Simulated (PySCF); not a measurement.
**A gas-phase reaction: H3NOZn + H5NSi → H5NOSiZn + H3N**

What reaction energy should one expect for `[NH2][Zn][OH]` + `N[SiH3]` → `[OH][Zn][NH][SiH3]` + `N`?

Computed with PySCF 2.14.0; each step states its level. No surroundings beyond the atoms listed, unless a continuum is named. Atoms count from 0, parts from 1.

## 1. Starting point

Each species was relaxed by itself at PBE0-D3(BJ)/def2-SVPD.

## 2. Reaction energy: wB97M-D3(BJ)/def2-TZVPD

What the job is given:

```
{"job": {"kind": "react", "xc": "wB97M-D3(BJ)", "basis": "def2-TZVPD"}, "charge": 0, "multiplicity": 1}
-1 H3NOZn charge 0 multiplicity 1
N      0.783960    -1.088570     0.425090
Zn    -0.318520     0.197010    -0.195750
O     -1.512440     1.309510    -0.907030
H      0.737160    -1.429080     1.376180
H      1.709570    -1.237600     0.046010
H     -1.399730     2.248750    -0.744480

-1 H5NSi charge 0 multiplicity 1
N     -0.645910     0.847370    -0.007330
Si     0.390000    -0.544690     0.107850
H     -1.565250     0.765980    -0.420910
H     -0.252580     1.762880    -0.180470
H      0.985680    -1.017830    -1.185390
H     -0.418830    -1.666180     0.668440
H      1.516360    -0.196670     1.022350

+1 H5NOSiZn charge 0 multiplicity 1
O      2.391700     1.981450    -0.703870
Zn     0.980560     0.899920    -0.709280
N     -0.530260    -0.103530    -0.673700
Si    -1.139660    -0.871420     0.754390
H      3.262510     1.585140    -0.780240
H     -1.062370    -0.197320    -1.531470
H     -0.169820    -0.552720     1.849840
H     -1.237830    -2.361800     0.630820
H     -2.494830    -0.379670     1.163520

+1 H3N charge 0 multiplicity 1
N      0.007880    -0.000070     0.284440
H     -0.442130     0.833340    -0.082700
H     -0.498140    -0.799940    -0.084400
H      0.944100    -0.031770    -0.108440
```

Method: wB97M-D3(BJ)/def2-TZVPD reaction energy of separated species, gas phase.

Run with:

```sh
$ OMP_NUM_THREADS=1 python cluster_run.py task.json out
```

The driver reads the jobs from task.json and runs them one after another.

The program printed:

```text
species 1 (H3NOZn)
coarse grid: 25160 points
cycle   1  E = -1911.1379523274  dE = -1.982e-01  |g| = 1.133e+00  |ddm| = 2.032e+00
cycle   2  E = -1910.9790361473  dE =  1.589e-01  |g| = 1.789e+00  |ddm| = 1.835e+00
cycle   3  E = -1911.3164531304  dE = -3.374e-01  |g| = 1.037e-01  |ddm| = 9.158e-01
cycle   4  E = -1911.3181515639  dE = -1.698e-03  |g| = 5.955e-02  |ddm| = 9.131e-02
cycle   5  E = -1911.3187592179  dE = -6.077e-04  |g| = 1.290e-02  |ddm| = 4.561e-02
cycle   6  E = -1911.3188238518  dE = -6.463e-05  |g| = 8.285e-03  |ddm| = 2.171e-02
cycle   7  E = -1911.3188399097  dE = -1.606e-05  |g| = 1.791e-03  |ddm| = 8.358e-03
cycle   8  E = -1911.3188424408  dE = -2.531e-06  |g| = 6.486e-04  |ddm| = 4.931e-03
final grid: 51360 points
cycle   9  E = -1911.3187570887  dE = -1.392e-07  |g| = 6.799e-04  |ddm| = 2.265e-03
cycle  10  E = -1911.3187570604  dE =  2.834e-08  |g| = 1.125e-03  |ddm| = 6.361e-04
cycle  11  E = -1911.3187571530  dE = -9.258e-08  |g| = 7.632e-05  |ddm| = 3.662e-04
cycle  12  E = -1911.3187571558  dE = -2.859e-09  |g| = 6.017e-05  |ddm| = 1.426e-04
cycle  13  E = -1911.3187571573  dE = -1.507e-09  |g| = 9.818e-06  |ddm| = 1.295e-04
cycle  14  E = -1911.3187571574  dE = -4.457e-11  |g| = 4.136e-06  |ddm| = 1.669e-05
converged SCF energy = -1911.3187571574

species 2 (H5NSi)
coarse grid: 23896 points
cycle   1  E = -347.3222013264  dE = -1.520e-01  |g| = 3.381e-01  |ddm| = 1.758e+00
cycle   2  E = -347.3299922385  dE = -7.791e-03  |g| = 3.132e-01  |ddm| = 3.535e-01
cycle   3  E = -347.3487546514  dE = -1.876e-02  |g| = 2.744e-02  |ddm| = 1.535e-01
cycle   4  E = -347.3489911668  dE = -2.365e-04  |g| = 7.950e-03  |ddm| = 3.490e-02
cycle   5  E = -347.3490100586  dE = -1.889e-05  |g| = 1.393e-03  |ddm| = 1.251e-02
cycle   6  E = -347.3490111295  dE = -1.071e-06  |g| = 3.510e-04  |ddm| = 3.799e-03
final grid: 49784 points
cycle   7  E = -347.3489870385  dE = -8.937e-08  |g| = 1.747e-04  |ddm| = 1.938e-03
cycle   8  E = -347.3489870481  dE = -9.617e-09  |g| = 1.533e-04  |ddm| = 4.229e-04
cycle   9  E = -347.3489870529  dE = -4.826e-09  |g| = 2.700e-05  |ddm| = 8.706e-05
cycle  10  E = -347.3489870536  dE = -6.353e-10  |g| = 1.020e-05  |ddm| = 9.503e-05
converged SCF energy = -347.3489870536

species 3 (H5NOSiZn)
coarse grid: 36512 points
cycle   1  E = -2201.8961063768  dE = -2.063e-01  |g| = 1.145e+00  |ddm| = 2.590e+00
cycle   2  E = -2201.7387423686  dE =  1.574e-01  |g| = 1.797e+00  |ddm| = 2.283e+00
cycle   3  E = -2202.0796851931  dE = -3.409e-01  |g| = 1.029e-01  |ddm| = 1.075e+00
cycle   4  E = -2202.0812705523  dE = -1.585e-03  |g| = 6.443e-02  |ddm| = 1.052e-01
cycle   5  E = -2202.0819628345  dE = -6.923e-04  |g| = 1.309e-02  |ddm| = 4.925e-02
cycle   6  E = -2202.0820282324  dE = -6.540e-05  |g| = 6.370e-03  |ddm| = 2.266e-02
cycle   7  E = -2202.0820386006  dE = -1.037e-05  |g| = 2.355e-03  |ddm| = 8.084e-03
cycle   8  E = -2202.0820413297  dE = -2.729e-06  |g| = 8.821e-04  |ddm| = 4.276e-03
final grid: 74024 points
cycle   9  E = -2202.0819264905  dE = -2.111e-07  |g| = 1.001e-03  |ddm| = 4.036e-03
cycle  10  E = -2202.0819264122  dE =  7.827e-08  |g| = 1.649e-03  |ddm| = 1.143e-03
cycle  11  E = -2202.0819266225  dE = -2.102e-07  |g| = 1.099e-04  |ddm| = 6.485e-04
cycle  12  E = -2202.0819266272  dE = -4.746e-09  |g| = 7.878e-05  |ddm| = 1.710e-04
cycle  13  E = -2202.0819266299  dE = -2.743e-09  |g| = 1.166e-05  |ddm| = 1.922e-04
cycle  14  E = -2202.0819266300  dE = -4.775e-11  |g| = 4.446e-06  |ddm| = 1.826e-05
converged SCF energy = -2202.0819266300

species 4 (H3N)
coarse grid: 12536 points
cycle   1  E = -56.5694044348  dE = -1.294e-01  |g| = 3.024e-01  |ddm| = 1.089e+00
cycle   2  E = -56.5779587897  dE = -8.554e-03  |g| = 2.716e-01  |ddm| = 2.677e-01
cycle   3  E = -56.5918814605  dE = -1.392e-02  |g| = 2.125e-02  |ddm| = 1.115e-01
cycle   4  E = -56.5919870988  dE = -1.056e-04  |g| = 5.195e-03  |ddm| = 1.730e-02
cycle   5  E = -56.5919982396  dE = -1.114e-05  |g| = 7.323e-04  |ddm| = 8.727e-03
cycle   6  E = -56.5919986549  dE = -4.153e-07  |g| = 1.111e-04  |ddm| = 3.178e-03
final grid: 27112 points
cycle   7  E = -56.5919833934  dE = -1.486e-08  |g| = 6.511e-05  |ddm| = 5.910e-04
cycle   8  E = -56.5919833953  dE = -1.870e-09  |g| = 5.350e-05  |ddm| = 1.870e-04
cycle   9  E = -56.5919833959  dE = -6.724e-10  |g| = 1.171e-05  |ddm| = 4.286e-05
converged SCF energy = -56.5919833959

Reaction energy = -4.168 kcal/mol
```

It took 47 s on 1 thread of Arm Neoverse N1, shared host; peak memory 0.78 GiB.

Species by species (with the dispersion term, which the log's SCF energies lack):

```tsv
ν	species	energy (Eh)	HOMO (eV)
-1	[NH2][Zn][OH]	-1911.32249	-9.41
-1	N[SiH3]	-347.35421	-9.84
+1	[OH][Zn][NH][SiH3]	-2202.08977	-9.65
+1	N	-56.59358	-10.26
```

## 3. Reaction energy: PBE0-D3(BJ)/def2-TZVPD

The job, as its differences from that of step 2:

```diff
@@ -1,2 +1,2 @@
-{"job": {"kind": "react", "xc": "wB97M-D3(BJ)", "basis": "def2-TZVPD"}, "charge": 0, "multiplicity": 1}
+{"job": {"kind": "react", "xc": "PBE0", "basis": "def2-TZVPD", "disp": "d3bj"}, "charge": 0, "multiplicity": 1}
 -1 H3NOZn charge 0 multiplicity 1
```

With the program's defaults for keys left out, this is: PBE0-D3(BJ)/def2-TZVPD reaction energy of separated species, gas phase.

The program printed:

```text
species 1 (H3NOZn)
coarse grid: 25160 points
cycle   1  E = -1910.6337415071  dE = -1.182e-01  |g| = 1.303e+00  |ddm| = 2.143e+00
cycle   2  E = -1909.7623649377  dE =  8.714e-01  |g| = 2.764e+00  |ddm| = 2.907e+00
cycle   3  E = -1910.8550240811  dE = -1.093e+00  |g| = 2.518e-01  |ddm| = 2.106e+00
cycle   4  E = -1910.8618295092  dE = -6.805e-03  |g| = 1.859e-01  |ddm| = 2.898e-01
cycle   5  E = -1910.8674685067  dE = -5.639e-03  |g| = 1.447e-02  |ddm| = 1.001e-01
cycle   6  E = -1910.8674912863  dE = -2.278e-05  |g| = 1.126e-02  |ddm| = 1.491e-02
cycle   7  E = -1910.8675078676  dE = -1.658e-05  |g| = 1.596e-03  |ddm| = 5.515e-03
cycle   8  E = -1910.8675084116  dE = -5.439e-07  |g| = 2.406e-04  |ddm| = 1.690e-03
final grid: 51360 points
cycle   9  E = -1910.8675111980  dE = -2.028e-08  |g| = 3.885e-04  |ddm| = 1.699e-03
cycle  10  E = -1910.8675111385  dE =  5.950e-08  |g| = 7.562e-04  |ddm| = 6.764e-04
cycle  11  E = -1910.8675112236  dE = -8.505e-08  |g| = 4.535e-05  |ddm| = 4.209e-04
cycle  12  E = -1910.8675112239  dE = -2.797e-10  |g| = 1.624e-05  |ddm| = 3.525e-05
converged SCF energy = -1910.8675112239

species 2 (H5NSi)
coarse grid: 5792 points
cycle   1  E = -347.0792102842  dE = -1.234e-01  |g| = 4.003e-01  |ddm| = 1.778e+00
cycle   2  E = -347.0428011465  dE =  3.641e-02  |g| = 5.698e-01  |ddm| = 5.026e-01
cycle   3  E = -347.1122125402  dE = -6.941e-02  |g| = 3.321e-02  |ddm| = 3.063e-01
cycle   4  E = -347.1124674801  dE = -2.549e-04  |g| = 5.331e-03  |ddm| = 2.678e-02
cycle   5  E = -347.1124731552  dE = -5.675e-06  |g| = 8.135e-04  |ddm| = 5.463e-03
final grid: 49784 points
cycle   6  E = -347.1077569590  dE = -1.338e-05  |g| = 5.288e-03  |ddm| = 2.016e-02
cycle   7  E = -347.1077509188  dE =  6.040e-06  |g| = 7.558e-03  |ddm| = 6.196e-03
cycle   8  E = -347.1077624055  dE = -1.149e-05  |g| = 3.146e-04  |ddm| = 3.805e-03
cycle   9  E = -347.1077624269  dE = -2.135e-08  |g| = 6.828e-05  |ddm| = 2.763e-04
cycle  10  E = -347.1077624280  dE = -1.102e-09  |g| = 1.640e-05  |ddm| = 7.287e-05
cycle  11  E = -347.1077624280  dE = -7.549e-11  |g| = 2.670e-06  |ddm| = 1.641e-05
converged SCF energy = -347.1077624280

species 3 (H5NOSiZn)
coarse grid: 36512 points
cycle   1  E = -2201.2307767721  dE = -1.397e-01  |g| = 1.312e+00  |ddm| = 2.748e+00
cycle   2  E = -2200.3475500236  dE =  8.832e-01  |g| = 2.783e+00  |ddm| = 3.372e+00
cycle   3  E = -2201.4542467512  dE = -1.107e+00  |g| = 2.555e-01  |ddm| = 2.335e+00
cycle   4  E = -2201.4604534155  dE = -6.207e-03  |g| = 1.986e-01  |ddm| = 3.369e-01
cycle   5  E = -2201.4669052732  dE = -6.452e-03  |g| = 1.209e-02  |ddm| = 1.139e-01
cycle   6  E = -2201.4669309784  dE = -2.571e-05  |g| = 5.365e-03  |ddm| = 1.378e-02
cycle   7  E = -2201.4669338160  dE = -2.838e-06  |g| = 2.895e-03  |ddm| = 4.014e-03
final grid: 74024 points
cycle   8  E = -2201.4669136465  dE =  2.879e-06  |g| = 5.052e-03  |ddm| = 6.278e-03
cycle   9  E = -2201.4669042882  dE =  9.358e-06  |g| = 9.035e-03  |ddm| = 8.183e-03
cycle  10  E = -2201.4669180090  dE = -1.372e-05  |g| = 3.724e-04  |ddm| = 5.174e-03
cycle  11  E = -2201.4669180295  dE = -2.052e-08  |g| = 3.064e-05  |ddm| = 2.730e-04
cycle  12  E = -2201.4669180296  dE = -1.169e-10  |g| = 1.009e-05  |ddm| = 2.206e-05
converged SCF energy = -2201.4669180296

species 4 (H3N)
coarse grid: 2928 points
cycle   1  E = -56.4891684715  dE = -9.639e-02  |g| = 3.707e-01  |ddm| = 1.102e+00
cycle   2  E = -56.4627442256  dE =  2.642e-02  |g| = 5.179e-01  |ddm| = 4.445e-01
cycle   3  E = -56.5198414150  dE = -5.710e-02  |g| = 1.578e-02  |ddm| = 2.492e-01
cycle   4  E = -56.5198900853  dE = -4.867e-05  |g| = 3.352e-03  |ddm| = 8.665e-03
cycle   5  E = -56.5198922550  dE = -2.170e-06  |g| = 3.226e-04  |ddm| = 2.232e-03
final grid: 27112 points
cycle   6  E = -56.5150241874  dE = -1.183e-05  |g| = 5.564e-03  |ddm| = 1.643e-02
cycle   7  E = -56.5150188016  dE =  5.386e-06  |g| = 7.619e-03  |ddm| = 6.141e-03
cycle   8  E = -56.5150303636  dE = -1.156e-05  |g| = 1.263e-04  |ddm| = 3.425e-03
cycle   9  E = -56.5150303671  dE = -3.543e-09  |g| = 3.243e-05  |ddm| = 1.075e-04
cycle  10  E = -56.5150303674  dE = -2.720e-10  |g| = 3.585e-06  |ddm| = 2.329e-05
converged SCF energy = -56.5150303674

Reaction energy = -4.705 kcal/mol
```

Run time: 23 s. Hardware: 1 thread of Arm Neoverse N1, shared host; peak memory 0.73 GiB.

Reaction energy at this level: -4.70 kcal/mol.

## 4. Side by side

Energies in kcal/mol, with wall time:

```tsv
run	reaction	time
wB97M-D3(BJ)/def2-TZVPD	-4.17	47 s
PBE0-D3(BJ)/def2-TZVPD	-4.70	23 s
```

## 5. What came out

| quantity | value |
| --- | --- |
| reaction energy (wB97M-D3(BJ)/def2-TZVPD) | -4.17 kcal/mol |
| ΔH, ΔG at 298 K (xTB thermal terms) | -3.9, -2.7 kcal/mol |
| range of the reaction energy over the runs of this table | -4.70 to -4.17 kcal/mol |

**Reading.** The reaction is exothermic by 3.9 kcal/mol in the gas phase; dispersion gives -0.30, and xTB itself gave -1.14 for the electronic energy (xTB energies and thermal terms come from the earlier relaxation of each species, not shown). No barrier was sought. The reaction energy runs from -4.70 (PBE0-D3(BJ)/def2-TZVPD) to -4.17 kcal/mol (wB97M-D3(BJ)/def2-TZVPD).
